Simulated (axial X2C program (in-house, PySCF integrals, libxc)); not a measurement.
**ZrCl: properties at the nuclei**

Wanted for ZrCl: properties at the nuclei, at the two-component level.

Method: two-component X2C with atomic mean-field terms, Zr dyall-cv3z, Cl dyall-av3z; program: an in-house X2C program for linear molecules on PySCF integrals.

All values are calculated.

### 1 The job

File task.json:

```json
{"zs": [40, 17], "q": 0, "bas": ["dyall-cv3z", "dyall-av3z"], "r0": 2.53, "levels": ["PBE0", "HF", "BHandHLYP", "TPSSh", "BP86"], "nst": 3}
```

Keys: zs atomic numbers; q charge; bas basis sets; r0 starting distance in Å; levels methods (HF also brings MP2); nst determinants followed.

On the command line:

```console
> python soeom.py task.json out
```

Nuclei are Gaussian, cores are contracted, and the Gaunt term is on.

### 2 Expectation values, lowest determinant

R = 2.332 Å. State: Ω = 3/2 (excess of +ω over −ω: ω = 1/2, ω = -3/2, ω = 5/2).

Output of the PBE0 run:

```text
two-component X2C + atomic mean field  PBE0
basis functions 223  fitting functions 1043  grid points 5083
iter        total energy     max residual
   1      -4058.118465402     2.07e-06
   2      -4058.118465402     2.18e-06
converged
one-electron -5910.42169530  Coulomb 1842.76034811  exact exchange -35.18789390  xc functional -107.90157911  nuclear repulsion 154.30553320  atomic mean-field constant -1.67317840
```

The highest occupied spinor is 99% Zr d.

```csv
level,Eeff magnitude (GV/cm),Ws magnitude Zr (kHz),A∥/gI Zr (MHz),qzz Zr (a.u.),A∥/gI Cl (MHz),qzz Cl (a.u.),μ (D)
PBE0,1.87,0.563,850,1.01,6.95,0.34,-4.04
HF,2.78,0.838,747,0.31,0.323,0.13,-4.23
BHandHLYP,2.32,0.693,883,0.79,7.81,0.27,-4.23
TPSSh,1.52,0.453,800,1.01,5.77,0.31,-4.09
BP86,1.9,0.574,890,1.26,11.9,0.33,-3.47
```

Eeff is the effective electric field on the electron dipole moment in this Ω state and Ws the scalar–pseudoscalar constant (defined with the proton number Z and per Ω); A∥ is the parallel hyperfine constant, which follows by multiplying with the nuclear g factor gI = μI/(I μN); qzz is the electric field gradient, eQq0 = 234.96 MHz × Q/barn × qzz; μ is positive if Cl is the positive end. The operators were transformed with the bare-nucleus X2C matrices.

### 3 Expectation values, a higher determinant

R = 2.332 Å. State: Ω = 3/2 (excess of +ω over −ω: ω = 3/2), 0.12 eV above the lowest in the PBE0 search for states (made at or near this distance, with looser thresholds).

Output of the PBE0 run:

```text
two-component X2C + atomic mean field  PBE0
basis functions 223  fitting functions 1043  grid points 5083
iter        total energy     max residual
   1      -4058.113940751     1.67e-05
   2      -4058.113940778     1.22e-05
   3      -4058.113940791     9.19e-06
   4      -4058.113940808     2.55e-06
   5      -4058.113940810     1.71e-06
converged
one-electron -5910.06697488  Coulomb 1842.39118037  exact exchange -35.18656329  xc functional -107.88393781  nuclear repulsion 154.30553320  atomic mean-field constant -1.67317840
```

The highest occupied spinor is 77% Zr d, 10% Zr p, 7% Cl p.

```csv
level,Eeff magnitude (GV/cm),Ws magnitude Zr (kHz),A∥/gI Zr (MHz),qzz Zr (a.u.),A∥/gI Cl (MHz),qzz Cl (a.u.),μ (D)
PBE0,1.78,0.584,-546,-1.04,29.1,0.39,-3.21
HF,2.48,0.821,-442,-1.44,14.2,0.12,-3.00
BHandHLYP,0.994,0.301,-532,-1.22,15.4,0.28,-3.37
TPSSh,1.7,0.563,-508,-1.02,30.7,0.36,-3.06
BP86,1.68,0.551,-584,-0.88,34.4,0.40,-2.82
```

### 4 Expectation values, a higher determinant

R = 2.332 Å. State: Ω = 9/2 (excess of +ω over −ω: ω = 1/2, ω = 3/2, ω = 5/2), 0.26 eV above the lowest in the PBE0 search for states (made at or near this distance, with looser thresholds).

Output of the PBE0 run:

```text
two-component X2C + atomic mean field  PBE0
basis functions 223  fitting functions 1043  grid points 5083
iter        total energy     max residual
   1      -4058.108885567     2.61e-06
   2      -4058.108885567     2.21e-06
converged
one-electron -5909.98733169  Coulomb 1842.31424484  exact exchange -35.18613965  xc functional -107.88201387  nuclear repulsion 154.30553320  atomic mean-field constant -1.67317840
```

The highest occupied spinor is 77% Zr d, 10% Zr p, 7% Cl p.

```csv
level,Eeff magnitude (GV/cm),Ws magnitude Zr (kHz),A∥/gI Zr (MHz),qzz Zr (a.u.),A∥/gI Cl (MHz),qzz Cl (a.u.),μ (D)
PBE0,1.68,0.187,467,-1.06,11.7,0.40,-3.24
HF,2.42,0.27,409,-1.44,6.12,0.13,-3.04
BHandHLYP,2.06,0.228,474,-1.21,10.7,0.29,-3.47
TPSSh,1.58,0.176,460,-1.04,13.2,0.37,-3.08
BP86,1.57,0.175,484,-0.91,15.2,0.41,-2.84
```

### 5 Outcome

```
                                        quantity                                                       value
                              lowest determinant  Ω = 3/2 (excess of +ω over −ω: ω = 1/2, ω = -3/2, ω = 5/2)
                    Eeff magnitude (GV/cm), PBE0                                                        1.87
                     Ws magnitude Zr (kHz), PBE0                                                       0.563
                            A∥/gI Zr (MHz), PBE0                                                         850
                             qzz Zr (a.u.), PBE0                                                        1.01
                              higher determinant                     Ω = 3/2 (excess of +ω over −ω: ω = 3/2)
Eeff magnitude (GV/cm), PBE0, higher determinant                                                        1.78
 Ws magnitude Zr (kHz), PBE0, higher determinant                                                       0.584
        A∥/gI Zr (MHz), PBE0, higher determinant                                                        -546
         qzz Zr (a.u.), PBE0, higher determinant                                                       -1.04
                              higher determinant   Ω = 9/2 (excess of +ω over −ω: ω = 1/2, ω = 3/2, ω = 5/2)
Eeff magnitude (GV/cm), PBE0, higher determinant                                                        1.68
 Ws magnitude Zr (kHz), PBE0, higher determinant                                                       0.187
        A∥/gI Zr (MHz), PBE0, higher determinant                                                         467
         qzz Zr (a.u.), PBE0, higher determinant                                                       -1.06
```

What this shows: In the first state, the effective field runs from 1.52 to 2.78 GV/cm over the mean-field levels. The expectation values come from single determinants, which for open shells can mix terms of unlike spin or miss the lowest Ω, so a determinant need not be a state. Eeff is the effective electric field on the electron dipole moment in this Ω state and Ws the scalar–pseudoscalar constant (defined with the proton number Z and per Ω); A∥ is the parallel hyperfine constant, which follows by multiplying with the nuclear g factor gI = μI/(I μN); qzz is the electric field gradient, eQq0 = 234.96 MHz × Q/barn × qzz; μ is positive if Cl is the positive end. The operators were transformed with the bare-nucleus X2C matrices.
